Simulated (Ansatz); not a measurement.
**CdAg: elastic constants**

Aim: the elastic tensor from the stress of slightly strained cells, and the moduli that follow. Runs: cell and atoms relaxed (PAW); reference run (PAW); ions clamped (PAW).

Method: DFT r²SCAN, frozen-core PAW, scalar-relativistic unless said, in Ansatz 0.2.0.

## 1. The structure to begin with

The structure is cubic, space group Pm-3m (No. 221). Conventional cell: a = 3.330 Å, b = 3.330 Å, c = 3.330 Å, α = 90.00°, β = 90.00°, γ = 90.00°. Around Cd (site symmetry m-3m) lie 8 Ag at 2.88 Å. Ag (site symmetry m-3m) is surrounded by 8 Cd at 2.88 Å.

As a file:

```
CELL_PARAMETERS angstrom
3.33000 0.00000 0.00000
0.00000 3.33000 0.00000
0.00000 0.00000 3.33000
ATOMIC_POSITIONS crystal
Cd 0.50000 0.50000 0.50000
Ag 0.00000 0.00000 0.00000
```

Cartesian axes are those of the input's lattice vectors. The structure goes back to a database entry.

## 2. Cell and atoms relaxed, PAW

Contents of input.yaml:

```yaml
crystal:
  lattice:
    - [3.33, 0.0, 0.0]
    - [0.0, 3.33, 0.0]
    - [0.0, 0.0, 3.33]
  atoms:
    - { symbol: Cd, position: [0.5, 0.5, 0.5] }
    - { symbol: Ag, position: [0.0, 0.0, 0.0] }
kpoints:
  mp_grid: { grid: [14, 14, 14] }
scf:
  occupations: { method: fermi_dirac, width: 0.1 }
hamiltonian:
  xc: r2scan
  pseudopotentials: { kind: paw }
relax:
  f_tol: 0.002
  max_steps: 80
  cell: {}
output:
  forces: true
  stress: true
  write_density: true
  write_potential: true
  elf: true
  volumetric_format: npy
```

Run with:

```
> ansatz run input.yaml --threads 1 --pin off --max-ram 2560MiB --backend cpu --events-out ev --progress --plain --runs-dir out
```

## 3. Reference run, PAW

Contents of input.yaml:

```yaml
crystal:
  lattice:
    - [3.34481290918, 0.0, 0.0]
    - [0.0, 3.34481290918, 0.0]
    - [0.0, 0.0, 3.34481290918]
  atoms:
    - { symbol: Cd, position: [0.5, 0.5, 0.5] }
    - { symbol: Ag, position: [0.0, 0.0, 0.0] }
kpoints:
  mp_grid: { grid: [14, 14, 14] }
scf:
  occupations: { method: fermi_dirac, width: 0.1 }
hamiltonian:
  xc: r2scan
  pseudopotentials: { kind: paw }
elastic:
  mode: relaxed_ion
  stencil: two_point
  amplitude: 0.008
```

## 4. Ions clamped, PAW

Edit input.yaml of step 3 so:

```diff
@@ -16,3 +16,3 @@
 elastic:
-  mode: relaxed_ion
+  mode: clamped_ion
   stencil: two_point
```

(Steps that only read results are left out.)

**Question.** What will these runs give? Wanted: C11; C12; C44; bulk, shear and Young's modulus; Debye temperature from sound speeds; universal anisotropy index.

**Answer**, as computed:

```
                           quantity           value
                          C11 (PAW)          92 GPa
                          C12 (PAW)          85 GPa
                          C44 (PAW)          55 GPa
    bulk, shear and Young's modulus  87, 21, 59 GPa
Debye temperature from sound speeds           166 K
         universal anisotropy index           16.10
```

In words: All eigenvalues are positive, so the crystal is mechanically stable; by PAW K = 87 and G = 21 GPa, K/G = 4.07, on the ductile side of Pugh's rough line at 1.75, which was drawn for metals. Young's modulus runs from 11 to 137 GPa with direction. Clamping the ions changes no constant by more than 1 GPa. Cautions: frozen-core PAW files fitted under PBE, their cores solved anew for the functional of the run; responses of metals move with mesh and smearing.
